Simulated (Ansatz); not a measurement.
# CrCuTe3: the cost of one run

Method: DFT PBE, scalar-relativistic, plane waves, PAW, in Ansatz 0.2.0.

1 further run of the same task is left out (it didn't finish).

### Step 1. The structure to begin with

The structure is tetragonal, space group P4mm (No. 99). The conventional cell has a = 4.903 Å, b = 4.903 Å, c = 4.896 Å, α = 90.00°, β = 90.00°, γ = 90.00°. Cr (site symmetry 4mm) has 12 Te at 3.43 to 3.50 Å as nearest neighbours. Cu (site symmetry 4mm) is surrounded by 6 Te at 2.45 Å. Te (site symmetry 2mm) has 2 Cu at 2.45 Å and 4 Cr at 3.43 to 3.50 Å as nearest neighbours. Te (site symmetry 4mm) is surrounded by 2 Cu at 2.45 Å and 4 Cr at 3.47 Å.

Coordinates:

```
CELL_PARAMETERS angstrom
4.90308 0.00000 0.00000
0.00000 4.90308 0.00000
0.00000 0.00000 4.89588
ATOMIC_POSITIONS crystal
Cr 0.00000 0.00000 0.99676
Cu 0.50000 0.50000 0.48507
Te 0.50000 0.00000 0.48536
Te 0.50000 0.50000 0.98504
Te 0.00000 0.50000 0.48536
```

The cell is invented: species swapped into a database cell of KCrCl3 (P4mm, No. 99), with Cr on the K sites, Cu on the Cr sites and Te on the Cl sites. Lengths come from tabulated atomic sizes and are only a guess.

### Step 2. A first look at the guess

Input file input.yaml:

```yaml
crystal:
  lattice:
    - [4.90307782, 0.0, 0.0]
    - [0.0, 4.90307782, 0.0]
    - [0.0, 0.0, 4.89588344]
  atoms:
    - { symbol: Cr, position: [0.0, 0.0, 0.99675798], spin: 3.0 }
    - { symbol: Cu, position: [0.5, 0.5, 0.48506999] }
    - { symbol: Te, position: [0.5, 0.0, 0.485365] }
    - { symbol: Te, position: [0.5, 0.5, 0.98504198] }
    - { symbol: Te, position: [0.0, 0.5, 0.485365] }
basis:
  ecutwfc: 420
kpoints:
  mp_grid: { grid: [4, 4, 4] }
hamiltonian:
  xc: pbe
scf:
  occupations: { method: gaussian, width: 0.1 }
  lower_state_search: "off"
output:
  forces: true
  stress: true
  eigenvalues: true
  populations: true
magnetization:
  spin_polarized: true
```

Launch:

```sh
> ansatz run input.yaml --threads 1 --pin off --max-ram 2560MiB --backend cpu --events-out ev --progress --plain --runs-dir out
```

**Question.** How long does this run take on 1 thread of Arm Neoverse V1, shared host, and how much memory does it need?

About 40 s, with a peak of 0.45 GiB.
